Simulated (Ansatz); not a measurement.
Write a Python script for the Python package of Ansatz (0.2.0) that makes a band structure of HfB2, space group P6/mmm. Settings: PBE, PAW, the default cutoff (420 eV here), 12×12×10 k-points, Fermi-Dirac smearing of 0.15 eV.

The script reads `POSCAR_hfb2`:
```text
HfB2
1.0
   3.14000000    0.00000000    0.00000000
  -1.57000000    2.71931977    0.00000000
   0.00000000    0.00000000    3.48000000
Hf B
1 2
Direct
   0.00000000    0.00000000    0.00000000
   0.33333333    0.66666667    0.50000000
   0.66666667    0.33333333    0.50000000
```

Script `run_bands.py`:
```python
# -*- coding: utf-8 -*-
"""Bands of HfB2 along a path through the zone."""

from collections import defaultdict

import ansatz as az
from ase.io import read
import numpy as np

atoms = read("POSCAR_hfb2", format="vasp")
system = az.Crystal.from_ase(atoms)

# vertices of the path, as fractions of the reciprocal vectors
path = [
    ("G", (0.0, 0.0, 0.0)),
    ("M", (0.5, 0.0, 0.0)),
    ("K", (0.33333, 0.33333, 0.0)),
    ("G", (0.0, 0.0, 0.0)),
    ("A", (0.0, 0.0, 0.5)),
    ("L", (0.5, 0.0, 0.5)),
]
model = (
    system.calculation()
    .pseudopotentials("paw")
    .kpoints(spacing=0.2)
    .functional("PBE")
    .occupations("fermi_dirac", width=0.15)
    .band_structure([point for _, point in path], intervals=8)
    .scf(extra_bands=6)
    .density_of_states(energy_step=0.1, projected=True)
)
def show(event):
    row = event["data"]
    if event["event"] == "scf_iter" and row.get("harris_foulkes_ev") is not None:
        print(f"  iteration {row['iter']:3d}  Harris-Foulkes {row['harris_foulkes_ev']:.5f} eV  residual {row['dr2_ev']:.2e}")


outcome = model.session().plan().execute(on_event=show)
data = outcome.report

for key in ("converged", "n_iterations", "n_electrons", "n_kpoints", "n_pw", "n_symmetry_ops", "free_energy_ev", "fermi_energy_ev"):
    print(f"{key:18s} {data[key]}")

dos = outcome.density_of_states()
energy = np.asarray(dos.energies_ev) - dos.fermi_ev
projected = outcome.projected_density_of_states()
by_shell = defaultdict(float)
for site in projected.sites:
    for shell in site.shells:
        for part in shell.curves:
            by_shell[f"{site.species} {'spdf'[shell.l]}"] += np.sum(part.g_bin_mean_per_ev, axis=0)
print("E - E_F  " + " ".join(f"{name:>7s}" for name in by_shell))
for e in np.arange(-5, 5 + 0.1, 1.0):
    print(f"{e:7.1f}  " + " ".join(f"{np.interp(e, energy, curve):7.3f}" for curve in by_shell.values()))

bands = outcome.band_structure()
fermi = bands.fermi_energy_ev
print(f"zero of the bands: {fermi:.3f} eV, the Fermi level found on the SCF mesh")
for spin, channel in enumerate(bands.channels):
    print("channel", spin, "- computed levels within 4 eV of the Fermi level")
    for i, (label, _) in enumerate(path):
        levels = channel.eigenvalues_ev[i * 8] - fermi
        print(f"  {label:3s}", " ".join(f"{e:7.3f}" for e in levels if abs(e) < 4))
```

`python run_bands.py` gives:
```text
DeckWarning: basis.ecutwfc = 420 eV, auto-derived from the records' recommended cutoffs: set by Hf (normal level)
  iteration   1  Harris-Foulkes -16036.22597 eV  residual 1.14e-03
  iteration   2  Harris-Foulkes -16036.22573 eV  residual 6.86e-04
  iteration   3  Harris-Foulkes -16036.22554 eV  residual 3.56e-05
  iteration   4  Harris-Foulkes -16036.22549 eV  residual 4.96e-07
  iteration   5  Harris-Foulkes -16036.22549 eV  residual 4.47e-08
  iteration   6  Harris-Foulkes -16036.22549 eV  residual 2.36e-09
converged          True
n_iterations       6
n_electrons        32.0
n_kpoints          114
n_pw               563
n_symmetry_ops     24
free_energy_ev     -16036.225489663753
fermi_energy_ev    20.558626526543417
E - E_F     Hf s    Hf p    Hf d    Hf f     B s     B p
   -5.0    0.033   0.016   0.253   0.004   0.058   0.740
   -4.0    0.037   0.037   0.476   0.004   0.032   1.092
   -3.0    0.004   0.043   0.614   0.003   0.015   1.083
   -2.0    0.013   0.004   0.592   0.002   0.005   0.280
   -1.0    0.006   0.001   0.331   0.001   0.002   0.115
    0.0    0.000   0.000   0.102   0.000   0.001   0.038
    1.0    0.004   0.001   0.476   0.001   0.008   0.219
    2.0    0.016   0.002   0.641   0.002   0.052   0.288
    3.0    0.024   0.002   0.927   0.001   0.062   0.273
    4.0    0.041   0.001   0.996   0.001   0.101   0.319
    5.0    0.077   0.002   1.093   0.001   0.196   0.310
zero of the bands: 20.559 eV, the Fermi level found on the SCF mesh
channel 0 - computed levels within 4 eV of the Fermi level
  G    -3.061  -2.960  -2.960  -2.789   3.954   3.954
  M    -3.442  -2.925   2.108   2.660
  K    -2.635  -2.634   1.685   1.685   3.392
  G    -3.061  -2.960  -2.960  -2.789   3.954   3.954
  A    -1.202  -1.202   0.255   0.255   0.931   0.931   2.164
  L    -2.728   3.984
```
(Warnings from the package without file and line.)

Total energies depend on the potentials; only differences at equal settings carry meaning. A total without «per atom» is that of the whole cell that was run. An absolute Fermi energy rests on an arbitrary zero of the periodic potential and has no direct meaning. Projections exist only for the shells that the potentials hold, some of them semicore, and samples at single energies can miss narrow peaks. The structure is a deposited one; some such entries were measured under pressure or heat, so a shift against it needn't be the functional's error alone. Gaps and levels are Kohn-Sham values on a finite set of k-points, without spin-orbit coupling. The computed bands are complete only to about 5.0 eV above the Fermi level; beyond that the density of states is undercounted. It ran for 2.7 s on 1 thread of Intel(R) Xeon(R) 6975P-C (Granite Rapids) (shared host), peak memory 0.49 GiB.
